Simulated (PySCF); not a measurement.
# C10H10O3: NMR shifts at several levels of theory

How much do the NMR shifts of C10H10O3 (`COc1ccc(/C=C/C=O)cc1O`) depend on the level of theory, and what does each level cost?

Programs: PySCF 2.14.0, with density-fitted response routines of our own. Each step states its level of theory. These are calculated values for one molecule in the gas phase, unless marked as measured. Atoms are numbered from 0 throughout.

### 1 Starting geometry

23 atoms, charge 0, multiplicity 1; geometry from: GFN2-xTB.

Bonds of the start (Å): C0–O1 1.41, O1–C2 1.37, C2–C3 1.39, C3–C4 1.38, C4–C5 1.40, C5–C6 1.44, C6–C7 1.34, C7–C8 1.45, C8–O9 1.21, C5–C10 1.40, C10–C11 1.38, C11–O12 1.36, C11–C2 1.41, C0–H13 1.09, C0–H14 1.09, C0–H15 1.09, C3–H16 1.08, C4–H17 1.08, C6–H18 1.08, C7–H19 1.08, C8–H20 1.11, C10–H21 1.08, O12–H22 0.97.

### 2 Geometry optimisation at PBE0-D3(BJ)/def2-SVP

Job settings and geometry (Å):

```
{"job": {"xc": "PBE0", "basis": "def2-SVP", "d3": "d3bj", "grid": 1, "kind": "geom"}, "charge": 0, "multiplicity": 1}
C      4.113020     0.651570     1.282150
O      3.475240    -0.067520     0.254320
C      2.107600    -0.033630     0.184490
C      1.263670     0.626480     1.064130
C     -0.105930     0.589710     0.879450
C     -0.670570    -0.106740    -0.189900
C     -2.093430    -0.163980    -0.432850
C     -3.070020     0.417490     0.285190
C     -4.467440     0.287520    -0.080510
O     -5.393270     0.785090     0.515380
C      0.187670    -0.777210    -1.070740
C      1.555510    -0.749620    -0.895980
O      2.362290    -1.407730    -1.764640
H      3.836610     0.268240     2.268910
H      3.879020     1.718720     1.225180
H      5.180580     0.506630     1.123710
H      1.667610     1.174630     1.900440
H     -0.736630     1.112300     1.579510
H     -2.383790    -0.743520    -1.302530
H     -2.867790     1.010530     1.164690
H     -4.640580    -0.325050    -0.989070
H     -0.205910    -1.330110    -1.909160
H      3.279080    -1.274090    -1.487700
```

Standard output:

```text
step   0  E = -611.60366513  max force = 0.014875
step   1  E = -611.60506028  max force = 0.009436
step   2  E = -611.60417387  max force = 0.013941
step   3  E = -611.60558793  max force = 0.001482
step   4  E = -611.60559772  max force = 0.001342
step   5  E = -611.60566456  max force = 0.000590
step   6  E = -611.60565414  max force = 0.000941
step   7  E = -611.60567401  max force = 0.000274
optimisation converged
```

Wall time 2 min (8 threads of Intel Xeon Platinum 8375C at 2.90GHz (Ice Lake), shared host).

Step by step: (the energy doesn't fall at every step)

| step | energy from step 0 (eV) | largest force component (eV/Å) |
| --- | --- | --- |
| 0 | 0.0000 | 0.7649 |
| 1 | -0.0380 | 0.4852 |
| 2 | -0.0138 | 0.7169 |
| 3 | -0.0523 | 0.0762 |
| 4 | -0.0526 | 0.0690 |
| 5 | -0.0544 | 0.0303 |
| 6 | -0.0541 | 0.0484 |
| 7 | -0.0547 | 0.0141 |

Close pairs (by a distance rule), those that changed most:

| bond | before (Å) | after (Å) | change (Å) |
| --- | --- | --- | --- |
| O1–C2 | 1.370 | 1.353 | -0.017 |
| C8–H20 | 1.109 | 1.124 | +0.014 |
| C7–H19 | 1.080 | 1.094 | +0.014 |
| C4–H17 | 1.077 | 1.091 | +0.014 |
| C10–H21 | 1.079 | 1.092 | +0.013 |
| C6–H18 | 1.085 | 1.098 | +0.013 |
| C11–O12 | 1.356 | 1.343 | -0.013 |
| C3–H16 | 1.078 | 1.091 | +0.012 |

The next job starts from the end point, and lists it.

| at the end point | value |
| --- | --- |
| rotational constants (GHz, main isotopes) | 2.287, 0.317, 0.279 |
| dipole moment (D) | 6.61 |

### 3 NMR shieldings: PBE0/pcSseg-1

Job settings and geometry (Å):

```
{"job": {"kind": "nmr", "xc": "PBE0", "basis": "pcSseg-1", "pop": false}, "charge": 0, "multiplicity": 1}
C      4.122771     0.616529     1.281924
O      3.463218    -0.075610     0.254926
C      2.112153    -0.028796     0.193579
C      1.272125     0.645544     1.077342
C     -0.107034     0.610336     0.888079
C     -0.666623    -0.097178    -0.185162
C     -2.100497    -0.154359    -0.430227
C     -3.089687     0.435622     0.272161
C     -4.485774     0.278997    -0.130017
O     -5.426887     0.784251     0.434427
C      0.194578    -0.777639    -1.066574
C      1.568970    -0.752012    -0.889540
O      2.389165    -1.402367    -1.730662
H      3.839488     0.228728     2.275485
H      3.906371     1.697873     1.242430
H      5.197875     0.460574     1.129856
H      1.687352     1.201862     1.918480
H     -0.751681     1.143230     1.588630
H     -2.400597    -0.751178    -1.301666
H     -2.907346     1.054723     1.155490
H     -4.633150    -0.366534    -1.037788
H     -0.205577    -1.339624    -1.913255
H      3.293326    -1.243262    -1.423446
```

Method: GIAO PBE0/pcSseg-1 NMR shielding, non-relativistic, gas phase.

Standard output:

```text
coarse grid: 20320 points
cycle   1  E = -611.6490065241  dE =  2.447e+00  |g| = 1.010e+00  |ddm| = 4.865e+00
cycle   2  E = -611.1218174017  dE =  5.272e-01  |g| = 1.905e+00  |ddm| = 3.708e+00
cycle   3  E = -611.8311718439  dE = -7.094e-01  |g| = 2.975e-01  |ddm| = 3.049e+00
cycle   4  E = -611.8481467087  dE = -1.697e-02  |g| = 1.195e-01  |ddm| = 4.160e-01
cycle   5  E = -611.8506165558  dE = -2.470e-03  |g| = 4.498e-02  |ddm| = 1.444e-01
cycle   6  E = -611.8510909737  dE = -4.744e-04  |g| = 1.256e-02  |ddm| = 5.320e-02
cycle   7  E = -611.8511264051  dE = -3.543e-05  |g| = 5.081e-03  |ddm| = 1.603e-02
cycle   8  E = -611.8511318518  dE = -5.447e-06  |g| = 1.170e-03  |ddm| = 5.677e-03
final grid: 199424 points
cycle   9  E = -611.9590283887  dE = -3.446e-05  |g| = 1.743e-02  |ddm| = 7.391e-02
cycle  10  E = -611.9588857133  dE =  1.427e-04  |g| = 3.205e-02  |ddm| = 4.555e-02
cycle  11  E = -611.9590852721  dE = -1.996e-04  |g| = 3.858e-03  |ddm| = 3.377e-02
cycle  12  E = -611.9590883739  dE = -3.102e-06  |g| = 7.232e-04  |ddm| = 4.323e-03
cycle  13  E = -611.9590884693  dE = -9.545e-08  |g| = 2.029e-04  |ddm| = 8.322e-04
cycle  14  E = -611.9590884786  dE = -9.218e-09  |g| = 5.494e-05  |ddm| = 2.792e-04
cycle  15  E = -611.9590884792  dE = -5.991e-10  |g| = 2.691e-05  |ddm| = 7.844e-05
converged SCF energy = -611.9590884792

GIAO shielding tensors (ppm)
atom      isotropic    diamagn.    paramagn.     s11        s22        s33       span
  0 C      129.864     243.100    -113.236    100.773    110.609    178.210     77.437
  1 O      251.417     396.937    -145.520    155.422    274.580    324.249    168.828
  2 C       32.718     265.079    -232.362    -30.329     13.178    115.305    145.634
  3 C       72.352     261.521    -189.169    -15.686     54.978    177.764    193.450
  4 C       62.709     254.291    -191.581    -35.115     47.661    175.582    210.697
  5 C       52.175     259.138    -206.963    -35.644     18.976    173.194    208.838
  6 C       25.188     252.203    -227.014    -84.758     20.348    139.975    224.733
  7 C       52.475     252.735    -200.260    -35.901     51.973    141.353    177.254
  8 C       -9.708     248.966    -258.673    -98.724     -9.701     79.302    178.027
  9 O     -351.543     389.748    -741.291   -991.483   -407.750    344.603   1336.086
 10 C       61.850     253.745    -191.895    -15.114     50.163    150.501    165.616
 11 C       32.654     253.685    -221.031    -39.077     14.550    122.490    161.567
 12 O      233.487     384.797    -151.310    177.588    217.573    305.299    127.711
 13 H       27.607      27.978      -0.372     24.008     25.093     33.719      9.711
 14 H       27.624      28.089      -0.465     24.003     25.186     33.683      9.681
 15 H       27.122      25.386       1.737     22.505     25.704     33.158     10.653
 16 H       24.564      33.928      -9.363     20.083     24.531     29.079      8.997
 17 H       23.716      35.175     -11.459     18.808     24.172     28.168      9.360
 18 H       24.359      32.941      -8.582     21.946     22.337     28.793      6.846
 19 H       24.606      33.313      -8.706     22.043     22.086     29.690      7.648
 20 H       21.664      25.931      -4.267     19.846     21.086     24.061      4.215
 21 H       24.267      33.038      -8.771     20.323     24.148     28.329      8.007
 22 H       25.807      33.155      -7.348     14.173     27.883     35.366     21.193
```

Run time: 44 s. Hardware: 8 threads of Intel Xeon Platinum 8375C at 2.90GHz (Ice Lake), shared host.

The references, computed at this level on geometries of the same kind, shield at (ppm): ¹H TMS 31.27, ¹³C TMS 184.4, ¹⁷O H2O 334.6. Their shielding less the atom's gives the shift. The references are single molecules in the gas phase, so shifts against H2O, NH3, PH3, H3PO4 or CFCl3 are not on the usual liquid scales and can be off by tens of ppm. Atoms listed in one row are averaged.

| atoms | environment | σ (ppm) | δ (ppm) | δ scaled to CDCl3 |
| --- | --- | --- | --- | --- |
| C8 | aldehyde carbonyl carbon | -9.7 | 194.1 | 188.0 |
| C6 | β carbon of a C=C–C=O unit | 25.2 | 159.2 | 154.1 |
| C11 | aromatic carbon bearing oxygen | 32.7 | 151.8 | 146.8 |
| C2 | aromatic carbon bearing oxygen | 32.7 | 151.7 | 146.8 |
| C5 | substituted aromatic carbon | 52.2 | 132.2 | 127.9 |
| C7 | α carbon of a C=C–C=O unit | 52.5 | 131.9 | 127.6 |
| C10 | aromatic CH | 61.8 | 122.6 | 118.5 |
| C4 | aromatic CH | 62.7 | 121.7 | 117.7 |
| C3 | aromatic CH | 72.4 | 112.1 | 108.3 |
| C0 | methyl carbon bonded to O | 129.9 | 54.5 | 52.5 |
| H20 | hydrogen on an aldehyde carbonyl carbon | 21.66 | 9.60 | 9.32 |
| H17 | hydrogen on an aromatic CH | 23.72 | 7.55 | 7.37 |
| H21 | hydrogen on an aromatic CH | 24.27 | 7.00 | 6.85 |
| H18 | hydrogen on a β carbon of a C=C–C=O unit | 24.36 | 6.91 | 6.76 |
| H16 | hydrogen on an aromatic CH | 24.56 | 6.70 | 6.57 |
| H19 | hydrogen on an α carbon of a C=C–C=O unit | 24.61 | 6.66 | 6.53 |
| H22 | hydrogen on a phenol-type oxygen | 25.81 | 5.46 | – |
| H13, H14, H15 | hydrogen on a methyl carbon bonded to O | 27.45 | 3.82 | 3.83 |
| O9 | aldehyde oxygen | -351.5 | 686.1 | – |
| O12 | phenol-type oxygen | 233.5 | 101.1 | – |
| O1 | ether oxygen | 251.4 | 83.1 | – |

The scaled column applies a straight-line fit of computed shieldings to shifts measured in CDCl3 (root-mean-square error 0.21 ppm for H, 2.0 ppm for C).

Ring of atoms C2, C3, C4, C5, C10, C11: NICS(0) -9.3, NICS(1) -10.3, NICS(1)zz -23.0 ppm (means of both faces).

### 4 NMR shieldings: PBE/pcSseg-1

The job, as its differences from that of step 3:

```diff
@@ -1,2 +1,2 @@
-{"job": {"kind": "nmr", "xc": "PBE0", "basis": "pcSseg-1", "pop": false}, "charge": 0, "multiplicity": 1}
+{"job": {"kind": "nmr", "xc": "PBE", "basis": "pcSseg-1", "pop": false}, "charge": 0, "multiplicity": 1}
 C      4.122771     0.616529     1.281924
```

Level: GIAO PBE/pcSseg-1 NMR shielding, non-relativistic, gas phase.

Standard output:

```text
coarse grid: 20320 points
cycle   1  E = -611.5299921741  dE =  2.039e+00  |g| = 1.160e+00  |ddm| = 4.960e+00
cycle   2  E = -608.6766441758  dE =  2.853e+00  |g| = 3.050e+00  |ddm| = 3.899e+00
cycle   3  E = -611.1208764251  dE = -2.444e+00  |g| = 1.474e+00  |ddm| = 3.638e+00
cycle   4  E = -611.7589958816  dE = -6.381e-01  |g| = 3.906e-01  |ddm| = 1.475e+00
cycle   5  E = -611.7409615676  dE =  1.803e-02  |g| = 4.153e-01  |ddm| = 6.746e-01
cycle   6  E = -611.7912099367  dE = -5.025e-02  |g| = 1.517e-01  |ddm| = 5.864e-01
cycle   7  E = -611.7965971518  dE = -5.387e-03  |g| = 5.045e-02  |ddm| = 2.195e-01
cycle   8  E = -611.7969202194  dE = -3.231e-04  |g| = 3.806e-02  |ddm| = 8.314e-02
cycle   9  E = -611.7972864652  dE = -3.662e-04  |g| = 7.106e-03  |ddm| = 4.200e-02
cycle  10  E = -611.7972991507  dE = -1.269e-05  |g| = 2.899e-03  |ddm| = 9.251e-03
cycle  11  E = -611.7973012332  dE = -2.082e-06  |g| = 4.202e-04  |ddm| = 3.412e-03
final grid: 199424 points
cycle  12  E = -611.9434868514  dE =  3.113e-06  |g| = 2.774e-02  |ddm| = 1.043e-01
cycle  13  E = -611.9425405191  dE =  9.463e-04  |g| = 7.281e-02  |ddm| = 9.165e-02
cycle  14  E = -611.9436029098  dE = -1.062e-03  |g| = 1.292e-02  |ddm| = 8.110e-02
cycle  15  E = -611.9436407653  dE = -3.786e-05  |g| = 2.438e-03  |ddm| = 1.469e-02
cycle  16  E = -611.9436419145  dE = -1.149e-06  |g| = 7.153e-04  |ddm| = 2.849e-03
cycle  17  E = -611.9436420283  dE = -1.137e-07  |g| = 3.312e-04  |ddm| = 1.114e-03
cycle  18  E = -611.9436420586  dE = -3.032e-08  |g| = 7.370e-05  |ddm| = 4.102e-04
cycle  19  E = -611.9436420599  dE = -1.279e-09  |g| = 2.948e-05  |ddm| = 9.852e-05
cycle  20  E = -611.9436420600  dE = -1.755e-10  |g| = 1.140e-05  |ddm| = 3.191e-05
converged SCF energy = -611.9436420600

GIAO shielding tensors (ppm)
atom      isotropic    diamagn.    paramagn.     s11        s22        s33       span
  0 C      124.221     243.310    -119.089     93.252    104.573    174.839     81.587
  1 O      233.224     396.075    -162.850    131.882    255.106    312.686    180.805
  2 C       30.110     265.886    -235.776    -25.857      8.809    107.377    133.234
  3 C       70.880     261.378    -190.498    -14.025     54.305    172.359    186.384
  4 C       61.429     253.895    -192.466    -31.665     46.529    169.423    201.088
  5 C       48.880     258.177    -209.298    -33.310     12.632    167.318    200.628
  6 C       23.193     251.325    -228.131    -78.763     13.652    134.690    213.453
  7 C       50.274     251.991    -201.718    -32.980     48.811    134.990    167.970
  8 C      -10.888     247.955    -258.844    -92.783    -10.062     70.179    162.962
  9 O     -353.686     389.090    -742.776   -999.151   -386.628    324.720   1323.871
 10 C       60.773     253.379    -192.605    -11.843     50.628    143.535    155.379
 11 C       30.073     254.361    -224.287    -34.186      9.347    115.059    149.246
 12 O      219.631     383.288    -163.657    157.906    202.150    298.838    140.932
 13 H       27.460      28.101      -0.641     23.999     24.945     33.436      9.437
 14 H       27.477      28.228      -0.751     24.001     25.026     33.404      9.403
 15 H       27.041      25.235       1.806     22.687     25.690     32.746     10.059
 16 H       24.668      34.044      -9.376     20.507     24.395     29.103      8.596
 17 H       23.837      35.389     -11.552     19.237     24.078     28.195      8.958
 18 H       24.484      33.191      -8.707     21.988     22.671     28.793      6.805
 19 H       24.783      33.810      -9.027     21.968     22.727     29.655      7.687
 20 H       21.355      26.379      -5.024     19.527     20.682     23.857      4.330
 21 H       24.419      33.343      -8.924     20.858     24.065     28.333      7.475
 22 H       25.778      33.317      -7.538     14.709     28.100     34.527     19.818
```

Run time: 36 s. Hardware: 8 threads of Intel Xeon Platinum 8375C at 2.90GHz (Ice Lake), shared host.

This run: δ C8 190.9, C6 156.8, C11 150.0, C2 149.9, H20 9.84, H17 7.36 ppm.

### 5 NMR shieldings: wB97X-D/pcSseg-1

The job, as its differences from that of step 4:

```diff
@@ -1,2 +1,2 @@
-{"job": {"kind": "nmr", "xc": "PBE", "basis": "pcSseg-1", "pop": false}, "charge": 0, "multiplicity": 1}
+{"job": {"kind": "nmr", "xc": "wB97X-D", "basis": "pcSseg-1", "pop": false}, "charge": 0, "multiplicity": 1}
 C      4.122771     0.616529     1.281924
```

Level: GIAO wB97X-D/pcSseg-1 NMR shielding, non-relativistic, gas phase.

Standard output:

```text
coarse grid: 20320 points
cycle   1  E = -612.0845732009  dE =  2.934e+00  |g| = 1.100e+00  |ddm| = 4.811e+00
cycle   2  E = -611.8776735312  dE =  2.069e-01  |g| = 1.584e+00  |ddm| = 2.942e+00
cycle   3  E = -612.3256714244  dE = -4.480e-01  |g| = 1.570e-01  |ddm| = 2.033e+00
cycle   4  E = -612.3297016559  dE = -4.030e-03  |g| = 9.201e-02  |ddm| = 2.082e-01
cycle   5  E = -612.3313343497  dE = -1.633e-03  |g| = 1.788e-02  |ddm| = 1.030e-01
cycle   6  E = -612.3314378661  dE = -1.035e-04  |g| = 6.012e-03  |ddm| = 3.203e-02
cycle   7  E = -612.3314564245  dE = -1.856e-05  |g| = 2.156e-03  |ddm| = 1.481e-02
cycle   8  E = -612.3314600728  dE = -3.648e-06  |g| = 1.006e-03  |ddm| = 8.029e-03
final grid: 199424 points
cycle   9  E = -612.4410678932  dE = -2.912e-04  |g| = 5.556e-03  |ddm| = 6.895e-02
cycle  10  E = -612.4410729311  dE = -5.038e-06  |g| = 4.404e-03  |ddm| = 1.214e-02
cycle  11  E = -612.4410762031  dE = -3.272e-06  |g| = 1.170e-03  |ddm| = 3.799e-03
cycle  12  E = -612.4410764887  dE = -2.856e-07  |g| = 4.641e-04  |ddm| = 2.000e-03
cycle  13  E = -612.4410765409  dE = -5.221e-08  |g| = 1.192e-04  |ddm| = 7.295e-04
cycle  14  E = -612.4410765456  dE = -4.777e-09  |g| = 7.863e-05  |ddm| = 2.003e-04
cycle  15  E = -612.4410765474  dE = -1.750e-09  |g| = 1.700e-05  |ddm| = 1.732e-04
cycle  16  E = -612.4410765476  dE = -2.080e-10  |g| = 8.493e-06  |ddm| = 5.259e-05
converged SCF energy = -612.4410765476

GIAO shielding tensors (ppm)
atom      isotropic    diamagn.    paramagn.     s11        s22        s33       span
  0 C      129.593     242.762    -113.169    101.266    110.185    177.329     76.063
  1 O      259.695     397.283    -137.589    169.401    283.910    325.774    156.373
  2 C       31.639     265.212    -233.573    -34.413     13.817    115.513    149.926
  3 C       71.392     262.218    -190.825    -17.882     54.456    177.603    195.486
  4 C       61.597     255.372    -193.776    -38.582     47.527    175.846    214.428
  5 C       51.959     259.654    -207.695    -40.401     23.040    173.237    213.637
  6 C       23.771     252.953    -229.182    -90.903     22.279    139.937    230.840
  7 C       51.776     253.318    -201.542    -39.206     53.311    141.224    180.429
  8 C      -11.740     249.330    -261.070   -101.756    -13.794     80.330    182.087
  9 O     -344.041     390.384    -734.425   -973.132   -410.372    351.381   1324.514
 10 C       60.563     255.144    -194.581    -18.303     49.137    150.855    169.157
 11 C       31.424     253.948    -222.523    -43.096     14.827    122.542    165.637
 12 O      239.263     385.317    -146.054    187.848    225.266    304.674    116.825
 13 H       27.744      28.149      -0.406     24.147     25.236     33.848      9.701
 14 H       27.760      28.266      -0.506     24.138     25.330     33.810      9.672
 15 H       27.254      25.392       1.861     22.593     25.846     33.321     10.728
 16 H       24.650      34.060      -9.409     20.169     24.611     29.171      9.002
 17 H       23.801      35.383     -11.582     18.907     24.253     28.245      9.338
 18 H       24.404      33.008      -8.604     21.928     22.422     28.863      6.935
 19 H       24.683      33.432      -8.750     22.041     22.198     29.809      7.768
 20 H       21.840      25.890      -4.050     19.999     21.260     24.262      4.263
 21 H       24.326      33.057      -8.731     20.376     24.187     28.416      8.041
 22 H       25.923      33.236      -7.313     14.235     27.856     35.678     21.443
```

It took 57 s on 8 threads of Intel Xeon Platinum 8375C at 2.90GHz (Ice Lake), shared host.

In short: δ C8 196.3, C6 160.8, C11 153.1, C2 152.9, H20 9.54, H17 7.58 ppm.

(Part 1 of 2 ends here.)
